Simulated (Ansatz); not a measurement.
**C2H7B2Cl: one species, many methods**

An exercise on one series of results from a longer session: the logs are not shown, and one member is left open.

Computed with Ansatz 0.2.0, Gaussian basis. Level: functionals in def2-TZVPP, the program's frozen cores in correlated methods.

The runs, in order: PBE-D4, r2SCAN-D4, PBE0-D4, B3LYP-D4, ωB97X-V, ωB97M-V, B2PLYP; CCSD(T)/def2-TZVPP; MP2/def2-QZVPP; extrapolation to the limit.

### The relaxed structure

All runs share one geometry, relaxed beforehand with PBE0-D4 in a triple-zeta def2 set.

12 atoms, charge 0, spin multiplicity 1.

Atoms are counted from 1 here; the program's logs count them from 0.

Bond lengths: B1–B2 1.658 Å, B1–H6 1.199 Å, B1–H7 1.200 Å, B2–C3 1.566 Å, B2–C4 1.570 Å, C3–H8 1.092 Å, C3–H9 1.100 Å, C3–H10 1.093 Å, C4–Cl5 1.802 Å, C4–H11 1.094 Å, C4–H12 1.093 Å. Angles: B2–B1–H6 122.4°, B2–B1–H7 121.5°, H6–B1–H7 116.0°, B1–B2–C3 127.1°, B1–B2–C4 114.3°, C3–B2–C4 118.5°, B2–C3–H8 114.0°, B2–C3–H9 106.0°, B2–C3–H10 114.6°, H8–C3–H9 105.7°, H8–C3–H10 109.2°, H9–C3–H10 106.7°, B2–C4–Cl5 112.0°, B2–C4–H11 110.8°, B2–C4–H12 112.8°, Cl5–C4–H11 106.9°, Cl5–C4–H12 107.1°, H11–C4–H12 107.0°.

Coordinates:

```xyz
12
charge 0, multiplicity 1
B     0.0669    1.7184   -0.1522
B     0.1197    0.0704    0.0181
C     1.2615   -0.7754    0.6764
C    -1.1519   -0.6763   -0.5198
Cl   -2.4125    0.4726   -1.1016
H    -0.3531    2.4407    0.7080
H     0.4545    2.2588   -1.1509
H     2.2615   -0.3612    0.5300
H     1.0797   -0.7372    1.7606
H     1.2656   -1.8321    0.3953
H    -0.8949   -1.3211   -1.3655
H    -1.6200   -1.3128    0.2357
```

The first run:

Contents of in.yaml:

```yaml
crystal:
  periodic: [false, false, false]
  atoms:
    - {symbol: B, position_ang: [0.066850, 1.718414, -0.152240]}
    - {symbol: B, position_ang: [0.119715, 0.070401, 0.018075]}
    - {symbol: C, position_ang: [1.261547, -0.775383, 0.676440]}
    - {symbol: C, position_ang: [-1.151870, -0.676325, -0.519765]}
    - {symbol: Cl, position_ang: [-2.412472, 0.472557, -1.101642]}
    - {symbol: H, position_ang: [-0.353128, 2.440703, 0.708042]}
    - {symbol: H, position_ang: [0.454480, 2.258832, -1.150863]}
    - {symbol: H, position_ang: [2.261535, -0.361183, 0.529953]}
    - {symbol: H, position_ang: [1.079724, -0.737236, 1.760649]}
    - {symbol: H, position_ang: [1.265563, -1.832084, 0.395279]}
    - {symbol: H, position_ang: [-0.894899, -1.321132, -1.365538]}
    - {symbol: H, position_ang: [-1.620046, -1.312767, 0.235709]}
basis:
  gaussian: {orbitals: def2-TZVPP}
hamiltonian: {xc: pbe, dispersion: d4}
output: {forces: true, orbitals: {seedname: orbitals}}
```

Launch:

```sh
$ ansatz run in.yaml --threads 4 --pin off --events-out ev --progress --plain --max-ram 10444MiB
```

Steps of the session up to this table: PBE-D4 (GGA); r2SCAN-D4 (meta-GGA); PBE0-D4 (hybrid); B3LYP-D4 (hybrid); ωB97X-V (range-separated); ωB97M-V (range-separated); B2PLYP (double hybrid); CCSD(T) in def2-TZVPP; MP2 in def2-QZVPP.

One table of the session follows, with a row left open; its other results are not shown here.

It belongs to the step «Atomisation energies». 

| method | atomisation energy (eV) |
| --- | --- |
| PBE-D4 | 46.073 |
| r2SCAN-D4 | ? |
| PBE0-D4 | 45.635 |
| B3LYP-D4 | 45.346 |
| ωB97X-V | 45.314 |
| ωB97M-V | 45.428 |
| B2PLYP | 44.800 |
| HF/def2-TZVPP | 34.919 |
| MP2/def2-TZVPP | 44.613 |
| CCSD/def2-TZVPP | 43.477 |
| CCSD(T)/def2-TZVPP | 44.004 |
| MP2/CBS | 45.559 |
| CCSD(T)/CBS | 44.950 |

Estimate the missing values for r2SCAN-D4.

The run gave: atomisation energy (eV): 45.592. In the column «atomisation energy (eV)» it lies between MP2/CBS (45.559) and PBE0-D4 (45.635).
